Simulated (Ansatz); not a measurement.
# Br3H: the cost of one run

The runs use Ansatz 0.2.0; RKS PBE0-D4/def2-SVPD.

2 further runs of the same task are left out: 2 set aside as unsound or not needed.

## Step 1: Starting geometry

4 atoms, charge 0, spin multiplicity 1.

Atoms are counted from 1 here; the program's logs count them from 0.

Bond lengths: Br1–H2 1.440 Å, Br3–Br4 2.371 Å.

As a file:

```xyz
4

Br    0.7969    0.3509   -2.0056
H     1.8007    0.9899   -1.1942
Br   -1.8597   -0.9409    2.6084
Br   -0.7377   -0.4000    0.5915
```

## Step 2: Relaxation

Contents of input.yaml:

```yaml
crystal:
  periodic: [false, false, false]
  atoms:
    - { symbol: Br, position_ang: [0.796886, 0.350927, -2.005638] }
    - { symbol: H, position_ang: [1.800668, 0.989931, -1.194244] }
    - { symbol: Br, position_ang: [-1.859746, -0.940893, 2.608407] }
    - { symbol: Br, position_ang: [-0.737709, -0.399965, 0.591476] }
basis:
  gaussian: { orbitals: def2-SVPD }
hamiltonian:
  xc: pbe0
  dispersion: d4
output:
  forces: true
relax:
  f_tol: 0.003
  max_steps: 120
```

Launch:

```console
$ ansatz run input.yaml --threads 1 --pin off --max-ram 2560MiB --backend cpu --events-out ev --progress --plain --runs-dir out
```

**Question.** How long does this run take on 1 thread of Arm Neoverse V1, shared host, and how much memory does it need?

About 48 s, with a peak of 0.38 GiB.
